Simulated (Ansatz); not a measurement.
# CH8OSn: the cost of one run

Program: Ansatz 0.2.0. Level of theory: RKS PBE-D4/def2-SVP. These are calculated values, not measurements.

## 1. Starting point

Bond lengths: Sn1–C3 2.150 Å, C3–H4 1.110 Å, C3–H5 1.110 Å, C3–H6 1.110 Å, Sn1–H7 1.739 Å, Sn1–H8 1.739 Å, Sn1–O9 2.260 Å, O9–H10 1.010 Å. Angles: Sn1–C3–H4 109.5°, Sn1–C3–H5 109.5°, Sn1–C3–H6 109.5°, H4–C3–H5 109.4°, H4–C3–H6 109.4°, H5–C3–H6 109.4°, C3–Sn1–H7 109.5°, C3–Sn1–H8 109.5°, C3–Sn1–O9 178.9°, H7–Sn1–H8 109.5°, H7–Sn1–O9 70.0°, H8–Sn1–O9 70.0°, Sn1–O9–H10 109.5°.

As a file:

```xyz
11

Sn    0.0000    0.0000    0.0000
H     0.0000    0.0000    2.0900
C     2.0274    0.0000   -0.7160
H     2.3751   -1.0463   -0.8441
H     2.0760    0.5276   -1.6913
H     2.6794    0.5187    0.0175
H    -0.8195    1.4198   -0.5794
H    -0.8195   -1.4198   -0.5794
O    -2.1447    0.0000    0.7126
H    -2.6898   -0.6297    0.1413
H    -1.0640    0.0000    1.9402
```

## 2. A restrained relaxation towards end A

Springs on the bonds that form and break draw the guess towards this end; the thresholds are loose.

The input, input.yaml:

```yaml
crystal:
  periodic: [false, false, false]
  atoms:
    - { symbol: Sn, position_ang: [0.0, 0.0, 0.0] }
    - { symbol: H, position_ang: [0.0, 0.0, 2.09] }
    - { symbol: C, position_ang: [2.0274, 0.0, -0.716] }
    - { symbol: H, position_ang: [2.3751, -1.0463, -0.8441] }
    - { symbol: H, position_ang: [2.076, 0.5276, -1.6913] }
    - { symbol: H, position_ang: [2.6794, 0.5187, 0.0175] }
    - { symbol: H, position_ang: [-0.8195, 1.4198, -0.5794] }
    - { symbol: H, position_ang: [-0.8195, -1.4198, -0.5794] }
    - { symbol: O, position_ang: [-2.1447, 0.0, 0.7126] }
    - { symbol: H, position_ang: [-2.6898, -0.6297, 0.1413] }
    - { symbol: H, position_ang: [-1.064, 0.0, 1.9402] }
basis:
  gaussian: { orbitals: def2-SVP }
hamiltonian:
  xc: pbe
  dispersion: d4
relax:
  f_tol: 0.15
  max_steps: 25
  restrain:
    - { distance: [0, 8], at: 3.16, k: 30.0 }
    - { distance: [10, 1], at: 1.86, k: 30.0 }
    - { distance: [0, 1], at: 1.74, k: 30.0 }
    - { distance: [10, 8], at: 1.01, k: 30.0 }
```

The run is started by

```bash
> ansatz run input.yaml --threads 2 --pin off --max-ram 3072MiB --backend cpu --events-out ev --progress --plain --runs-dir out
```

**Question.** How long does this run take on 2 threads of Arm Neoverse V1, shared host, and how much memory does it need?

About 22 s, with a peak of 0.13 GiB.
